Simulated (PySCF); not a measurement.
# CH6AlF2N (SMILES [NH3+][AlH2-][CH](F)F) at MP2/3-21G

What is the vertical singlet–triplet gap of CH6AlF2N at MP2/3-21G? Input form: a Python script.

The results are computed with PySCF 2.14.0.

### 1 The system as given

The species is CH6AlF2N (11 atoms), meant as a singlet with charge 0. As SMILES, `[NH3+][AlH2-][CH](F)F`. The shape comes from GFN2-xTB, which is rough for such elements, and wasn't checked as a minimum. This is one conformer, not always the lowest.

Bond lengths: N1–Al2 2.045 Å, Al2–C3 2.062 Å, C3–F4 1.423 Å, C3–F5 1.383 Å, N1–H6 1.021 Å, N1–H7 1.022 Å, N1–H8 1.017 Å, Al2–H9 1.545 Å, Al2–H10 1.544 Å, C3–H11 1.098 Å. Some angles: N1–Al2–C3 91.4°, Al2–C3–F4 81.6°, Al2–C3–F5 115.1°, F4–C3–F5 102.7°, N1–Al2–H9 103.3°, N1–Al2–H10 102.8°, C3–Al2–H9 113.6°, C3–Al2–H10 115.9°, Al2–N1–H6 109.1°, Al2–N1–H7 107.7°.

### 2 The energy at MP2/3-21G

Input file run.py:

```python
from pyscf import gto, scf, mp

mol = gto.M(
    atom='''
N   -1.180970   0.283750   0.752160
Al   0.862280   0.259080   0.668560
C    0.826330  -0.282230  -1.320420
F    0.354840  -1.503810  -0.764210
F   -0.269230   0.170790  -2.032860
H   -1.527360  -0.676650   0.732860
H   -1.520620   0.746270  -0.093620
H   -1.588810   0.755250   1.555840
H    1.243990  -0.898560   1.617320
H    1.234330   1.728830   0.959800
H    1.565220  -0.582740  -2.075440
''',
    max_memory=1860,
    verbose=4,
    spin=0,
    charge=0,
    basis='3-21g',
)

myscf = scf.RHF(mol)
myscf.conv_tol = 1e-10
myscf.kernel()
if not myscf.converged:
    myscf = myscf.newton().run(myscf.mo_coeff, myscf.mo_occ)

pt = mp.MP2(myscf, frozen=9).run()
e_final = pt.e_tot
print('E = %.10f Eh' % e_final)
```

On the command line:

```
$ OMP_NUM_THREADS=1 python run.py
```

The program printed:

```text
PySCF version 2.14.0

[INPUT] num. atoms = 11
[INPUT] num. electrons = 50
[INPUT] charge = 0
[INPUT] spin (= nelec alpha-beta = 2S) = 0
[INPUT] symmetry False subgroup None
[INPUT] Mole.unit = angstrom
[INPUT] Symbol           X                Y                Z      unit          X                Y                Z       unit  Magmom
[INPUT]  1 N     -1.180970000000   0.283750000000   0.752160000000 AA   -2.231709861328   0.536209787845   1.421376401853 Bohr   0.0
[INPUT]  2 Al     0.862280000000   0.259080000000   0.668560000000 AA    1.629473042690   0.489590244352   1.263395297839 Bohr   0.0
[INPUT]  3 C      0.826330000000  -0.282230000000  -1.320420000000 AA    1.561537388512  -0.533337404136  -2.495232169398 Bohr   0.0
[INPUT]  4 F      0.354840000000  -1.503810000000  -0.764210000000 AA    0.670550418041  -2.841789043382  -1.444147601654 Bohr   0.0
[INPUT]  5 F     -0.269230000000   0.170790000000  -2.032860000000 AA   -0.508770964517   0.322746324814  -3.841548649583 Bohr   0.0
[INPUT]  6 H     -1.527360000000  -0.676650000000   0.732860000000 AA   -2.886292093616  -1.278683182187   1.384904687649 Bohr   0.0
[INPUT]  7 H     -1.520620000000   0.746270000000  -0.093620000000 AA   -2.873555339536   1.410245914979  -0.176916159782 Bohr   0.0
[INPUT]  8 H     -1.588810000000   0.755250000000   1.555840000000 AA   -3.002415763970   1.427215655578   2.940111493643 Bohr   0.0
[INPUT]  9 H      1.243990000000  -0.898560000000   1.617320000000 AA    2.350800401698  -1.698032306489   3.056291855782 Bohr   0.0
[INPUT] 10 H      1.234330000000   1.728830000000   0.959800000000 AA    2.332545647334   3.267015215932   1.813759134358 Bohr   0.0
[INPUT] 11 H      1.565220000000  -0.582740000000  -2.075440000000 AA    2.957837124692  -1.101219001829  -3.922013187967 Bohr   0.0

nuclear repulsion = 246.534683909179
number of shells = 39
number of NR pGTOs = 105
number of NR cGTOs = 61
basis = 3-21g
ecp = {}

******** <class 'pyscf.scf.hf.RHF'> ********
method = RHF
initial guess = minao
damping factor = 0
level_shift factor = 0
DIIS = <class 'pyscf.scf.diis.CDIIS'>
diis_start_cycle = 1
diis_space = 8
diis_damp = 0
SCF conv_tol = 1e-10
SCF conv_tol_grad = None
SCF max_cycles = 50
direct_scf = True
direct_scf_tol = 1e-13
Set gradient conv threshold to 1e-05
Initial guess from minao.
init E= -533.534075653896
  HOMO = -0.243276205525773  LUMO = 0.0550291368124807  gap/eV = 8.11730
cycle= 1 E= -533.57877217436  delta_E= -0.0447  |g|= 0.666  |ddm|= 2.62
  HOMO = -0.377753247811455  LUMO = 0.114778985292978  gap/eV = 13.40248
cycle= 2 E= -533.665616856571  delta_E= -0.0868  |g|= 0.383  |ddm|= 0.734
  HOMO = -0.371899235979456  LUMO = 0.124299788700117  gap/eV = 13.50226
cycle= 3 E= -533.688614288134  delta_E= -0.023  |g|= 0.0466  |ddm|= 0.228
  HOMO = -0.371294246732282  LUMO = 0.12602949379986  gap/eV = 13.53287
cycle= 4 E= -533.689686227024  delta_E= -0.00107  |g|= 0.0119  |ddm|= 0.0929
  HOMO = -0.373165711261421  LUMO = 0.126257507708109  gap/eV = 13.59000
cycle= 5 E= -533.68975547036  delta_E= -6.92e-05  |g|= 0.00416  |ddm|= 0.0232
  HOMO = -0.372680147583107  LUMO = 0.126514552781424  gap/eV = 13.58378
cycle= 6 E= -533.689766050977  delta_E= -1.06e-05  |g|= 0.00119  |ddm|= 0.0116
  HOMO = -0.372665499134818  LUMO = 0.126484670345494  gap/eV = 13.58257
cycle= 7 E= -533.689766609065  delta_E= -5.58e-07  |g|= 0.000368  |ddm|= 0.00222
  HOMO = -0.372695523353689  LUMO = 0.126480118849997  gap/eV = 13.58326
cycle= 8 E= -533.689766675484  delta_E= -6.64e-08  |g|= 7.88e-05  |ddm|= 0.000799
  HOMO = -0.372686193133838  LUMO = 0.126485677633007  gap/eV = 13.58316
cycle= 9 E= -533.689766679768  delta_E= -4.28e-09  |g|= 2.57e-05  |ddm|= 0.000218
  HOMO = -0.372685053209563  LUMO = 0.12648505948124  gap/eV = 13.58311
cycle= 10 E= -533.689766680017  delta_E= -2.49e-10  |g|= 8.8e-06  |ddm|= 3.82e-05
  HOMO = -0.372685026126347  LUMO = 0.126485347469083  gap/eV = 13.58312
cycle= 11 E= -533.689766680056  delta_E= -3.85e-11  |g|= 1.49e-06  |ddm|= 1.97e-05
  HOMO = -0.372684916573478  LUMO = 0.126485377865266  gap/eV = 13.58312
Extra cycle  E= -533.689766680054  delta_E= 2.05e-12  |g|= 6.97e-07  |ddm|= 2.44e-06
converged SCF energy = -533.689766680054

******** <class 'pyscf.mp.mp2.RMP2'> ********
nocc = 16, nmo = 52
frozen orbitals 9
E(RMP2) = -534.163155066154  E_corr = -0.473388386100142
E(SCS-RMP2) = -534.16313461408  E_corr = -0.473367934026386
E_corr(same-spin) = -0.109267072262058
E_corr(oppo-spin) = -0.364121313838083
E = -534.1631550662 Eh
```

Wall time 1.2 s (1 thread of Arm Neoverse V1, shared host); peak memory 0.14 GiB.

### 3 The triplet

Input file input.py:

```python
from pyscf import gto, mp

mol = gto.M(
    atom='''
N   -1.180970   0.283750   0.752160
Al   0.862280   0.259080   0.668560
C    0.826330  -0.282230  -1.320420
F    0.354840  -1.503810  -0.764210
F   -0.269230   0.170790  -2.032860
H   -1.527360  -0.676650   0.732860
H   -1.520620   0.746270  -0.093620
H   -1.588810   0.755250   1.555840
H    1.243990  -0.898560   1.617320
H    1.234330   1.728830   0.959800
H    1.565220  -0.582740  -2.075440
''',
    spin=2,
    verbose=3,
    basis='3-21g',
    max_memory=1860,
)

mf = mol.UHF()
mf.conv_tol = 1e-10
mf.kernel()
if not mf.converged:
    mf = mf.newton().run(mf.mo_coeff, mf.mo_occ)

pt = mp.MP2(mf, frozen=9).run()
e_final = pt.e_tot
print('E = %.10f Eh' % e_final)
```

On the command line:

```
$ OMP_NUM_THREADS=1 python input.py
```

The program printed:

```text
WARN: HOMO 0.0550291368124807 >= LUMO -0.243276205525773

WARN: HOMO -0.101549416820665 >= LUMO -0.201422625696522

WARN: HOMO -0.086618546126914 >= LUMO -0.115044251647516

converged SCF energy = -533.44376954752  <S^2> = 2.0152242  2S+1 = 3.0101324
E(UMP2) = -533.925755680935  E_corr = -0.481986133414562
E(SCS-UMP2) = -533.921936318188  E_corr = -0.478166770668008
E = -533.9257556809 Eh
```

Wall time 1.7 s (1 thread of Arm Neoverse V1, shared host); peak memory 0.15 GiB.

### 4 Outcome

Level: MP2/3-21G, 9 core orbitals frozen.

```
                                                           quantity          value
                                              singlet: total energy  -534.16316 Eh
                      singlet: dipole moment (Hartree–Fock density)         4.04 D
                       singlet: HOMO energy (Hartree–Fock orbitals)      -10.14 eV
                       singlet: LUMO energy (Hartree–Fock orbitals)        3.44 eV
                     singlet: HOMO–LUMO gap (Hartree–Fock orbitals)       13.58 eV
               singlet: correlation energy (9 core orbitals frozen)     -473.4 mEh
                                              triplet: total energy  -533.92576 Eh
                      triplet: dipole moment (Hartree–Fock density)         6.80 D
triplet: HOMO energy (Hartree–Fock orbitals) (highest over α and β)       -2.72 eV
 triplet: LUMO energy (Hartree–Fock orbitals) (lowest over α and β)       -1.78 eV
               triplet: correlation energy (9 core orbitals frozen)     -482.0 mEh
                         triplet: ⟨S²⟩ of the reference determinant          2.015
                   vertical energy of the triplet above the singlet       6.460 eV
```

In words: At this shape the triplet lies 6.46 eV (149 kcal/mol) above the singlet. Mulliken charges (singlet) of the mean-field density run from -0.98 on N1 to +1.05 on Al2. Mulliken charges (triplet) of the mean-field density run from -0.96 on N1 to +0.41 on H8.
